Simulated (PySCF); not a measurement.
# MnI4 (-2): ligand-field states, part 3 of 3

PySCF 2.14.0. Atoms count from 0. Earlier steps stand in the parts before.

### 8 Ligand-field states: state-averaged CASSCF (angle to the S4 axis at 80°) in water

The job: settings as JSON, then the geometry in Å.

```
{"job": {"kind": "lf", "basis": {"metal": "x2c-TZVPall", "ligand": "x2c-SVPall"}, "nevpt": true, "solvent": "water", "reuse": true}, "charge": -2, "metal": "Mn", "open_shell": "d5"}
Mn     0.000000     0.000000     0.000000
I      1.928929     1.928929     0.481005
I     -1.928929    -1.928929     0.481005
I     -1.928929     1.928929    -0.481005
I      1.928929    -1.928929    -0.481005
```

With the program's defaults for keys left out, this is: state-averaged CASSCF of the metal d shell, SC-NEVPT2 on the averaged canonical orbitals, state-interaction spin-orbit coupling.

Standard output:

```text
basis functions 192, electrons 239, active (5e, 5o)
start from the orbitals of the previous structure
stage 1: DIIS on the effective Fock matrix, level shift 0.30
cycle   1  E = -29604.3181124930  dE = -2.960e+04  max|g| = 1.570e+00
cycle   2  E = -29605.6844588354  dE = -1.366e+00  max|g| = 3.745e-01
cycle   3  E = -29605.9022888308  dE = -2.178e-01  max|g| = 2.053e-01
cycle   4  E = -29605.8347332600  dE =  6.756e-02  max|g| = 3.038e-01
cycle   5  E = -29605.7682917213  dE =  6.644e-02  max|g| = 4.166e-01
cycle   6  E = -29605.7432016605  dE =  2.509e-02  max|g| = 4.386e-01
cycle   7  E = -29605.7276717328  dE =  1.553e-02  max|g| = 4.490e-01
cycle   8  E = -29605.6994637413  dE =  2.821e-02  max|g| = 4.753e-01
cycle   9  E = -29605.6697435806  dE =  2.972e-02  max|g| = 5.057e-01
cycle  10  E = -29605.6500446197  dE =  1.970e-02  max|g| = 5.259e-01
cycle  11  E = -29605.6292106172  dE =  2.083e-02  max|g| = 5.431e-01
cycle  12  E = -29605.4878146445  dE =  1.414e-01  max|g| = 6.402e-01
cycle  13  E = -29605.0500117240  dE =  4.378e-01  max|g| = 8.799e-01
cycle  14  E = -29603.9196926262  dE =  1.130e+00  max|g| = 1.441e+00
cycle  15  E = -29603.7844811950  dE =  1.352e-01  max|g| = 1.399e+00
stage 2: quasi-Newton rotations from the point of smallest gradient
cycle  17  E = -29605.9876660544  dE = -8.538e-02  max|g| = 4.758e-02
cycle  18  E = -29605.9920908554  dE = -4.425e-03  max|g| = 3.318e-02
cycle  19  E = -29605.9926446952  dE = -5.538e-04  max|g| = 1.111e-02
cycle  20  E = -29605.9927479123  dE = -1.032e-04  max|g| = 2.138e-03
cycle  21  E = -29605.9927560973  dE = -8.185e-06  max|g| = 6.494e-04
cycle  22  E = -29605.9927571075  dE = -1.010e-06  max|g| = 1.434e-04
cycle  23  E = -29605.9927572030  dE = -9.556e-08  max|g| = 6.278e-05
cycle  24  E = -29605.9927572125  dE = -9.481e-09  max|g| = 1.540e-05
cycle  25  E = -29605.9927572133  dE = -7.385e-10  max|g| = 3.988e-06
converged average energy = -29605.9927572133

 mult deg   label        CASSCF/cm-1   NEVPT2/cm-1
   6   1   6A1                 0.0           0.0
   4   1   4A2             26371.5       21373.6
   4   2   4E              27869.4       23680.8
   4   1   4B2             28311.1       24333.7
   4   1   4A1             29480.0       26894.7
   4   2   4E              29808.6       27168.7
   4   1   4B1             29779.0       27168.9
   4   1   4A1             29853.0       27257.6
   4   2   4E              33421.9       29076.7
   4   1   4B2             35405.6       30109.8
   4   1   4A1             36799.9       32320.7
   4   1   4B1             37173.7       32562.7
   4   2   4E              37887.1       33503.6
   4   1   4A2             37155.2       34764.6
   2   1   2A2             39908.2       34992.8
   2   2   2E              40036.7       35199.9
   2   1   2B1             40262.6       35551.2
   2   1   2B2             40733.0       36214.4
   2   1   2B1             41239.8       37036.0
   2   2   2E              44565.6       37040.0
   2   2   2E              41161.1       37090.5
   2   1   2A1             41243.2       37265.3
   2   1   2B2             42137.8       39003.1
   2   1   2B1             45153.5       39043.8
   2   2   2E              42182.9       39120.1
   2   1   2A1             42277.3       39391.5
   2   1   2A1             46352.2       39685.2
   2   1   2A2             47106.5       40173.1
   2   1   2B2             47473.6       41252.9
   2   2   2E              48005.5       41900.7
   2   2   2E              48828.6       42408.5
   2   1   2B2             49392.3       43778.9
   4   2   4E              50334.5       44118.6
   4   1   4B1             50436.5       44323.1
   4   1   4A2             50472.8       44480.5
   2   1   2B2             50362.9       45178.9
   2   2   2E              50803.0       45296.1
   2   1   2A1             52458.6       45573.2
   2   1   2A2             51069.5       45635.7
   2   1   2A1             51526.1       45777.4
   2   1   2B1             51302.8       45841.3
   4   2   4E              51693.9       46746.9
   2   1   2B1             52180.2       47247.4
   2   2   2E              52344.6       47337.7
   2   2   2E              53944.2       48350.7
   4   1   4B2             52647.5       48364.5
   2   1   2A2             53166.4       48841.2
   2   1   2B2             57298.0       49809.8
   2   1   2B1             55137.6       50055.9
   2   2   2E              54289.8       50169.1
   2   2   2E              58152.7       51471.6
   2   1   2A2             56227.6       51490.9
   2   1   2B2             56375.8       51740.5
   2   2   2E              56558.6       51954.9
   2   1   2A1             56531.8       52002.9
   2   1   2A1             62152.7       52868.0
   2   1   2A2             59501.7       53236.8
   2   1   2B1             59392.8       53721.5
   2   2   2E              59662.4       53941.5
   2   1   2B1             71043.3       61352.2

spin-orbit levels / cm-1
      0.00  x2  6A1 1.00
      1.44  x2  6A1 1.00
      2.16  x2  6A1 1.00
  21364.99  x2  4A2 1.00
  21369.59  x2  4A2 1.00
  23657.29  x2  4E 1.00
  23666.33  x2  4E 0.97
  23668.60  x2  4E 0.98
  23700.19  x2  4E 1.00
  24339.75  x2  4B2 0.99
  24351.77  x2  4B2 0.97
  26888.57  x2  4A1 1.00
  26895.72  x2  4A1 1.00
  27147.03  x2  4E 0.98
  27162.70  x2  4E 0.96 4B1 0.03
  27169.10  x2  4B1 0.99
  27169.78  x2  4B1 0.96 4E 0.03
  27172.90  x2  4E 0.99
  27189.45  x2  4E 0.99
  27258.46  x2  4A1 0.98
  27259.69  x2  4A1 0.99
  28854.26  x2  4E 1.00
  28966.00  x2  4E 0.97
  29097.75  x2  4E 0.96 4B2 0.03
  29255.12  x2  4E 0.97
  30134.19  x2  4B2 0.98
  30167.71  x2  4B2 0.94 4E 0.06
  32294.62  x2  4A1 0.98
  32300.44  x2  4A1 0.97
  32513.16  x2  4B1 0.90 4E 0.09
```

Run time: 33 s. Hardware: 1 thread of Intel Xeon 6975P-C, shared host; peak memory 0.64 GiB.

From this job:

| quantity | value |
| --- | --- |
| spin-orbit constant ζ | 272 cm⁻¹ |

Powder susceptibility:

| T (K) | χT (cm³ K/mol) | μ(eff) |
| --- | --- | --- |
| 2 | 4.283 | 5.85 |
| 20 | 4.385 | 5.92 |
| 100 | 4.386 | 5.92 |
| 300 | 4.386 | 5.92 |

### 9 Ligand-field states: state-averaged CASSCF (angle to the S4 axis at 90°) in water

The job: settings as JSON, then the geometry in Å.

```
{"job": {"kind": "lf", "basis": {"metal": "x2c-TZVPall", "ligand": "x2c-SVPall"}, "nevpt": true, "solvent": "water", "reuse": true}, "charge": -2, "metal": "Mn", "open_shell": "d5"}
Mn     0.000000     0.000000     0.000000
I      1.958686     1.958686     0.000000
I     -1.958686    -1.958686     0.000000
I     -1.958686     1.958686     0.000000
I      1.958686    -1.958686     0.000000
```

Method: state-averaged CASSCF of the metal d shell, SC-NEVPT2 on the averaged canonical orbitals, state-interaction spin-orbit coupling.

Standard output:

```text
basis functions 192, electrons 239, active (5e, 5o)
start from the orbitals of the previous structure
stage 1: DIIS on the effective Fock matrix, level shift 0.30
cycle   1  E = -29603.5619729833  dE = -2.960e+04  max|g| = 2.045e+00
cycle   2  E = -29605.4260180029  dE = -1.864e+00  max|g| = 6.821e-01
cycle   3  E = -29605.8287119252  dE = -4.027e-01  max|g| = 3.806e-01
cycle   4  E = -29605.8436356640  dE = -1.492e-02  max|g| = 2.352e-01
cycle   5  E = -29605.9567835504  dE = -1.131e-01  max|g| = 1.007e-01
cycle   6  E = -29605.9515628168  dE =  5.221e-03  max|g| = 9.413e-02
cycle   7  E = -29605.9264474891  dE =  2.512e-02  max|g| = 1.407e-01
cycle   8  E = -29605.8610183862  dE =  6.543e-02  max|g| = 2.321e-01
cycle   9  E = -29605.4615379468  dE =  3.995e-01  max|g| = 6.522e-01
cycle  10  E = -29604.1805659914  dE =  1.281e+00  max|g| = 1.163e+00
cycle  11  E = -29602.4490454215  dE =  1.732e+00  max|g| = 1.827e+00
cycle  12  E = -29600.7382005146  dE =  1.711e+00  max|g| = 2.225e+00
cycle  13  E = -29599.7268279677  dE =  1.011e+00  max|g| = 2.629e+00
cycle  14  E = -29599.2946031377  dE =  4.322e-01  max|g| = 2.788e+00
cycle  15  E = -29599.2605513617  dE =  3.405e-02  max|g| = 2.818e+00
stage 2: quasi-Newton rotations from the point of smallest gradient
cycle  17  E = -29605.9817566880  dE = -3.019e-02  max|g| = 5.706e-02
cycle  18  E = -29605.9841562724  dE = -2.400e-03  max|g| = 3.286e-02
cycle  19  E = -29605.9845903307  dE = -4.341e-04  max|g| = 3.021e-03
cycle  20  E = -29605.9846140398  dE = -2.371e-05  max|g| = 1.210e-03
cycle  21  E = -29605.9846171167  dE = -3.077e-06  max|g| = 2.876e-04
cycle  22  E = -29605.9846173566  dE = -2.399e-07  max|g| = 1.278e-04
cycle  23  E = -29605.9846173890  dE = -3.244e-08  max|g| = 2.768e-05
cycle  24  E = -29605.9846173918  dE = -2.827e-09  max|g| = 8.513e-06
converged average energy = -29605.9846173918

 mult deg   label        CASSCF/cm-1   NEVPT2/cm-1
   6   1   6A1g                0.0           0.0
   4   1   4A2g            25784.2       20446.0
   4   2   4Eg             27292.3       22637.0
   4   1   4B1g            27904.5       23501.1
   4   1   4A1g            29424.5       26829.2
   4   1   4B2g            29743.8       27119.2
   4   2   4Eg             29814.3       27188.5
   4   1   4A1g            29859.9       27257.2
   4   2   4Eg             33240.5       28946.1
   4   1   4B1g            35176.8       29906.3
   4   1   4A1g            36733.6       32249.5
   4   1   4B2g            37128.8       32497.0
   4   2   4Eg             38055.3       33640.2
   2   1   2A2g            39400.6       34114.8
   2   2   2Eg             39521.2       34335.9
   2   1   2B2g            39763.0       34732.0
   2   1   2B1g            40330.4       35441.0
   4   1   4A2g            37635.7       35467.2
   2   1   2B2g            40757.8       35853.3
   2   2   2Eg             40789.1       36289.7
   2   2   2Eg             44035.2       36315.0
   2   1   2A1g            40917.1       36563.7
   2   1   2B2g            44722.2       38801.6
   2   2   2Eg             42081.8       38834.6
   2   1   2B1g            42090.6       38882.1
   2   1   2A2g            46526.6       39250.6
   2   1   2A1g            42217.9       39276.2
   2   1   2A1g            46028.4       39338.7
   2   1   2B1g            47412.9       41079.9
   2   2   2Eg             47659.4       41454.0
   2   2   2Eg             48353.6       41741.5
   2   1   2B1g            49166.3       43304.7
   4   2   4Eg             50425.1       44223.4
   4   1   4B2g            50478.6       44401.0
   4   1   4A2g            50609.6       44692.7
   2   1   2A1g            52054.9       44891.5
   2   2   2Eg             50622.1       45028.3
   2   1   2B1g            50092.6       45127.5
   2   1   2A1g            51351.0       45467.0
   2   1   2A2g            50930.5       45480.8
   2   1   2B2g            51241.9       45660.6
   2   2   2Eg             52364.3       47318.4
   2   1   2B2g            52354.4       47369.3
   4   2   4Eg             52329.4       47769.0
   2   2   2Eg             53954.0       48365.4
   2   1   2A2g            53439.8       49199.0
   4   1   4B1g            53295.2       49395.3
   2   1   2B1g            57389.8       50731.4
   2   1   2B2g            55678.5       50857.3
   2   2   2Eg             54821.6       50931.7
   2   1   2B1g            56739.7       51385.5
   2   2   2Eg             58305.7       51836.9
   2   1   2A2g            56605.8       52057.1
   2   2   2Eg             56886.5       52150.9
   2   1   2A1g            61746.7       52471.8
   2   1   2A1g            56955.1       52488.1
   2   1   2A2g            59812.2       53688.6
   2   1   2B2g            59818.3       54472.7
   2   2   2Eg             60154.2       54738.5
   2   1   2B2g            71053.6       61327.3

spin-orbit levels / cm-1
      0.00  x2  6A1g 1.00
      1.55  x2  6A1g 1.00
      2.32  x2  6A1g 1.00
  20437.32  x2  4A2g 1.00
  20440.44  x2  4A2g 1.00
  22597.02  x2  4Eg 1.00
  22620.57  x2  4Eg 0.99
  22631.54  x2  4Eg 0.98
  22671.59  x2  4Eg 1.00
  23507.82  x2  4B1g 0.99
  23521.26  x2  4B1g 0.98
  26823.01  x2  4A1g 1.00
  26829.68  x2  4A1g 1.00
  27119.41  x2  4B2g 1.00
  27119.65  x2  4B2g 1.00
  27167.31  x2  4Eg 0.98
  27183.57  x2  4Eg 0.99
  27192.46  x2  4Eg 0.99
  27208.04  x2  4Eg 1.00
  27258.16  x2  4A1g 0.97
  27258.91  x2  4A1g 0.99
  28723.77  x2  4Eg 1.00
  28838.14  x2  4Eg 0.98
  28972.18  x2  4Eg 0.96
  29130.73  x2  4Eg 0.97
  29928.64  x2  4B1g 0.98
  29958.73  x2  4B1g 0.94 4Eg 0.06
  32228.15  x2  4A1g 0.98
  32228.35  x2  4A1g 0.98
  32452.94  x2  4B2g 0.92 4Eg 0.07
```

It took 33 s on 1 thread of Intel Xeon 6975P-C, shared host; peak memory 0.66 GiB.

From this job:

| quantity | value |
| --- | --- |
| spin-orbit constant ζ | 273 cm⁻¹ |

Powder susceptibility:

| T (K) | χT (cm³ K/mol) | μ(eff) |
| --- | --- | --- |
| 2 | 4.268 | 5.84 |
| 20 | 4.385 | 5.92 |
| 100 | 4.386 | 5.92 |
| 300 | 4.386 | 5.92 |

### 10 Ligand field across the series

From the NEVPT2 states (cm⁻¹; the spread is that of the fitted one-electron ligand-field levels):

| step | setting | ground state | next state | orbital spread | Racah B | ζ | μ(eff), 300 K |
| --- | --- | --- | --- | --- | --- | --- | --- |
| 2 | as given | 6A1 | 4T1 at 26187 | 1549 | 851 | 268 | 5.92 |
| 3 | angle to the S4 axis at 45 | 6A1 | 4E at 25451 | 2442 | 854 | 269 | 5.92 |
| 4 | angle to the S4 axis at 50 | 6A1 | 4E at 25860 | 2002 | 852 | 268 | 5.92 |
| 5 | angle to the S4 axis at 60 | 6A1 | 4A2 at 25406 | 2512 | 852 | 268 | 5.92 |
| 6 | angle to the S4 axis at 65 | 6A1 | 4A2 at 24481 | 3621 | 857 | 269 | 5.92 |
| 7 | angle to the S4 axis at 72 | 6A1 | 4A2 at 22983 | 5355 | 867 | 270 | 5.92 |
| 8 | angle to the S4 axis at 80 | 6A1 | 4A2 at 21374 | 7174 | 881 | 272 | 5.92 |
| 9 | angle to the S4 axis at 90 | 6A1g | 4A2g at 20446 | 8186 | 891 | 273 | 5.92 |

### 11 Summary of results

The summary covers parts 1 to 3.

| quantity | value |
| --- | --- |
| spin-orbit constant ζ (step 2, state-averaged CASSCF in water) | 268 cm⁻¹ |
| ground multiplicity, μ(eff) at 300 K (step 2, 4 donors at 2.77 Å) | 6, 5.92 μB |
| ground multiplicity, μ(eff) at 300 K (step 3, 4 donors at 2.77 Å) | 6, 5.92 μB |
| ground multiplicity, μ(eff) at 300 K (step 4, 4 donors at 2.77 Å) | 6, 5.92 μB |
| ground multiplicity, μ(eff) at 300 K (step 5, 4 donors at 2.77 Å) | 6, 5.92 μB |
| ground multiplicity, μ(eff) at 300 K (step 6, 4 donors at 2.77 Å) | 6, 5.92 μB |
| ground multiplicity, μ(eff) at 300 K (step 7, 4 donors at 2.77 Å) | 6, 5.92 μB |
| ground multiplicity, μ(eff) at 300 K (step 8, 4 donors at 2.77 Å) | 6, 5.92 μB |
| ground multiplicity, μ(eff) at 300 K (step 9, 4 donors at 2.77 Å) | 6, 5.92 μB |

In step 2, χT goes from 4.39 at 2 K to 4.39 cm³ K/mol at 300 K: nearly flat, so one level governs the whole range. The spread of the ligand-field levels runs from 1549 cm⁻¹ (as given) to 8186 cm⁻¹ (angle to the S4 axis at 90); μ(eff) at 300 K: 5.92 μB.
